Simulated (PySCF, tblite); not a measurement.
# C6H8FNO: geometry, infrared bands and NMR shifts

Wanted: the infrared bands and NMR shifts of C6H8FNO (`CN1CCC(C=O)=C1F`), by calculation.

The runs use tblite 0.8.0 and PySCF 2.14.0, with density-fitted response routines of our own; the level of theory stands in each step. All values are computed, except where a source is named. Atoms are numbered from 0 throughout.

**1. The starting structure**

17 atoms, charge 0, multiplicity 1; geometry from: force field or distance geometry start.

Bonds of the start (Å): C0–N1 1.43, N1–C2 1.47, C2–C3 1.54, C3–C4 1.49, C4–C5 1.46, C5–O6 1.23, C4–C7 1.33, C7–F8 1.33, C7–N1 1.38, C0–H9 1.10, C0–H10 1.10, C0–H11 1.10, C2–H12 1.09, C2–H13 1.09, C3–H14 1.10, C3–H15 1.08, C5–H16 1.11.

**2. Relaxing the molecule with GFN2-xTB**

Job settings and geometry (Å):

```
{"job": {"kind": "relax", "xc": "GFN2-xTB", "basis": "xTB"}, "charge": 0, "multiplicity": 1}
C     -2.333200     0.505200     0.332000
N     -0.987500     0.139100     0.035300
C     -0.533800    -1.261800     0.102100
C      0.987000    -1.161500    -0.148600
C      1.232500     0.305200    -0.198800
C      2.538800     0.925600    -0.363100
O      3.568500     0.262200    -0.453300
C      0.095700     0.983100    -0.089300
F     -0.005800     2.312500    -0.099000
H     -2.609900     1.445700    -0.160900
H     -3.042100    -0.263000    -0.016100
H     -2.484800     0.634200     1.412500
H     -1.034300    -1.857000    -0.667700
H     -0.753900    -1.699700     1.076000
H      1.534200    -1.630000     0.683800
H      1.261000    -1.659500    -1.066400
H      2.560600     2.031700    -0.388200
```

Launch:

```console
OMP_NUM_THREADS=1 python probes_run.py task.json out
```

One launch serves the whole session: the jobs run in the order shown.

**Question.** This job is followed by: GFN2-xTB harmonic vibrations, gas phase; GIAO PBE0/pcSseg-1 NMR shielding, non-relativistic, gas phase. Predict these results of the whole session: strongest single infrared mode (GFN2-xTB); zero-point energy (GFN2-xTB); 13C shifts against TMS (PBE0/pcSseg-1); 1H shifts against TMS (PBE0/pcSseg-1, means over atoms taken as alike); 15N shifts against NH3 (PBE0/pcSseg-1); 17O shifts against H2O (PBE0/pcSseg-1); 19F shifts against CFCl3 (PBE0/pcSseg-1).

The runs gave:

| quantity | value |
| --- | --- |
| strongest single infrared mode (GFN2-xTB) | 1636 cm⁻¹, 1018 km/mol |
| zero-point energy (GFN2-xTB) | 82.2 kcal/mol |
| 13C shifts against TMS (PBE0/pcSseg-1) | 180.3, 172.9, 95.2, 50.2, 31.4, 24.4 ppm |
| 1H shifts against TMS (PBE0/pcSseg-1, means over atoms taken as alike) | 9.91, 3.43, 2.95, 2.89 ppm |
| 15N shifts against NH3 (PBE0/pcSseg-1) | 96.5 ppm |
| 17O shifts against H2O (PBE0/pcSseg-1) | 584.6 ppm |
| 19F shifts against CFCl3 (PBE0/pcSseg-1) | -127.5 ppm |

In words: The optimisation took 81 steps and gained 0.192 eV; among the close pairs (by a distance rule), N1–C7 changed most, from 1.379 to 1.346 Å. No mode is imaginary among the 45: a minimum at this level. The strongest single mode, at 1636 cm⁻¹, moves mainly C7 and C4. GFN2-xTB is a fitted tight-binding method: band positions and strengths are rough. Its intensities can rank the bands wrongly. The most deshielded carbon is C5 (aldehyde carbonyl carbon), at 180.3 ppm: the double bond to the heteroatom, with no lone-pair donor beside it, deshields it most. H16 (hydrogen on an aldehyde carbonyl carbon) lies farthest downfield among hydrogen, at 9.91 ppm; the formyl region, downfield of aromatic protons. At PBE0/pcSseg-1: The largest span, 1215 ppm, is at O6, where the paramagnetic term is -645 ppm.
